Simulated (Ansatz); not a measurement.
NbW:

```
Nb W
1.0
     0.00000    2.67934    2.67934
     2.67934    0.00000    2.67934
     2.67934    2.67934    0.00000
Nb W
1 1
Direct
  0.00000 0.00000 0.00000
  0.50000 0.50000 0.50000
```

The cell was built by a generator and needn't be a form met in nature.

```yaml
Program: Ansatz 0.2.0
Task: relaxation of cell and atoms
Functional: HSE03
Potentials_or_basis: Ansatz PAW
Cutoff: "420 eV (not typed: the program's choice for these potentials)"
k_mesh: 5 × 5 × 5
Occupations: fermi-dirac, width 0.05 eV
Spin: no spin polarisation
```

At the start: volume 19.23 Å³/atom.

How do energy, volume and symmetry change on relaxing?

It ends after 4 steps and the volume is 18.72 Å³/atom (-2.7 %); space group Fm-3m (No. 225, to 0.05 Å).

The path:
```csv
step,energy change (eV),largest force (eV/Å),volume (Å³)
1,0.0000,0.0000,38.47
2,-0.0156,0.0000,37.52
3,-0.0157,0.0000,37.45
4,-0.0153,0.0000,37.45
```

Final structure:
```cif
data_structure
_symmetry_space_group_name_H-M 'P 1'
_symmetry_Int_Tables_number 1
_cell_length_a 3.7554
_cell_length_b 3.7554
_cell_length_c 3.7554
_cell_angle_alpha 60.000
_cell_angle_beta 60.000
_cell_angle_gamma 60.000
_cell_volume 37.45
loop_
_atom_site_label
_atom_site_type_symbol
_atom_site_fract_x
_atom_site_fract_y
_atom_site_fract_z
_atom_site_occupancy
Nb1 Nb 0.00000 0.00000 0.00000 1
W1 W 0.50000 0.50000 0.50000 1
```

Caveat: the k mesh is coarse (spacing up to 0.41 Å⁻¹), so the values aren't converged, least of all with exact exchange; the plane-wave basis is chosen anew once the cell has moved, so the energies of steps on either side of that aren't comparable; the PAW data sets come from PBE, with cores solved anew for the run's functional, which leaves a small shift of forces and pressure.
